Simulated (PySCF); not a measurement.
# Rb2+: bond curves at several levels of theory

One table from this session's results is given with a row withheld; the runs are named, their logs left out.

Program: PySCF 2.14.0. Level of theory: Rb def2-SVPD with ECP28, scalar-relativistic core potentials. These are calculated values, not measurements.

The first run:

Settings of the job:

* atoms: Rb, Rb
* charge: 1
* basis: Rb def2-SVPD with ECP28
* Hamiltonian: scalar-relativistic core potentials
* basis functions: 54
* electrons treated: 17
* masses in u: 84.9118, 84.9118
* levels: PBE0, PBE, r²SCAN, BHandHLYP, B3LYP, PBEsol, HF, MP2, SCS-MP2, CCSD, CCSD(T)
* grid: 80 radial by 434 angular points
* occupations: held fixed by the projection of orbital angular momentum
* dissociation limit: Rb+ + Rb, each in its ground configuration
* starting distance in angstrom: 4.220
* values of 2S to try: 1, 3

Command:

```
$ OMP_NUM_THREADS=1 python dia.py task.json out
```

Steps of the session up to this table: Set-up; PBE0 along the bond; PBE (GGA); r²SCAN (meta-GGA); BHandHLYP (global hybrid GGA); B3LYP (global hybrid GGA); PBEsol; UHF; Correlated methods on the Hartree–Fock reference.

One table of the session follows, with a row left open; its other results are not shown here.

It belongs to the step «The curves together». Energy (eV) from each level's lowest point:

| R (Å) | UHF | UHF-MP2 | UHF-SCS-MP2 | UHF-CCSD | UHF-CCSD(T) |
| --- | --- | --- | --- | --- | --- |
| 4.356 | 0.137 | 0.075 | 0.085 | n/a | n/a |
| 4.559 | 0.078 | 0.035 | 0.042 | 0.034 | 0.033 |
| 4.761 | 0.038 | 0.011 | 0.015 | 0.011 | 0.010 |
| 4.913 | 0.018 | 0.002 | 0.004 | 0.002 | 0.002 |
| 5.065 | 0.006 | 0.000 | 0.000 | 0.000 | 0.000 |
| 5.217 | 0.000 | 0.003 | 0.001 | 0.003 | 0.003 |
| 5.420 | ? | ? | ? | ? | ? |
| 5.673 | 0.014 | 0.037 | 0.032 | 0.038 | 0.038 |
| 5.977 | 0.041 | 0.074 | 0.067 | 0.075 | 0.075 |
| 6.382 | 0.091 | 0.133 | 0.124 | n/a | n/a |

**Question.** Estimate the row for R (Å) = 5.420.

Worked estimate for «UHF». A straight line through the neighbours (5.217, 0.000) and (5.673, 0.014) gives 0.000 + (0.014 − 0.000) × (5.420 − 5.217) / (5.673 − 5.217) = 0.006; a parabola fitted to 4 rows on both sides gives 0.002.

As computed: UHF: 0.001; UHF-MP2: 0.014; UHF-SCS-MP2: 0.011; UHF-CCSD: 0.015; UHF-CCSD(T): 0.015. In «UHF» the line misses by +0.005 and the parabola by +0.001.
